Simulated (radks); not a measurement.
# Valence configurations of Co³⁺

The task here is to estimate one member of a computed series from the others.

The numbers are computed with radks (a radial shooting solver on a logarithmic mesh, Libxc functionals) version 1 (scalar-relativistic Kohn-Sham, BLYP, spin-polarised, spherical densities, finite nucleus; open shells are filled with parallel spins first), except any that are marked as measured or tabulated.

## Starting point

```
element            : cobalt (Z = 27)
charge             : +3
electrons          : 24
configuration      : [Ar] 3d6
nuclear rms radius : 3.7875 fm
others tried       : 3d5 4s1; 3d5.5 4s0.5; 3d4 4s2; 3d5.5 4p0.5; 3d5 4p1; 3d4 4p2
```

The outer shells:

Co³⁺
```
[Ar] core
3d [↑↓][↑ ][↑ ][↑ ][↑ ]
```

Set-up of the first run:

Settings of this run:

```text
Z 27
configuration [Ar] 3d6
relativity scalar-relativistic
functional b88,lyp
spin polarised
nucleus finite rms 3.7875 fm
c 137.035999084
```

Among the steps run: [Ar] 3d6.

One of the session's tables, all rows but one given; the rest of the session is left out.

Sizes of the orbitals, from the radial functions (bohr):

```
  level     <r>  outermost maximum (interpolated)  90 % within  nodes
  2p up  0.2252                             0.172        0.369      0
2p down  0.2247                             0.172        0.368      0
  3s up       ?                                 ?            ?      ?
3s down  0.7706                             0.668         1.15      2
  3p up  0.8032                             0.675         1.23      1
3p down  0.8093                             0.676         1.25      1
  3d up  0.9306                             0.651         1.57      0
3d down  0.9646                             0.659         1.64      0
```

Estimate the missing values for 3s up.

**Answer.** <r>: 0.7671; outermost maximum (interpolated): 0.666; 90 % within: 1.15; nodes: 2. In the column «<r>» it lies between 2p up (0.2252) and 3s down (0.7706).
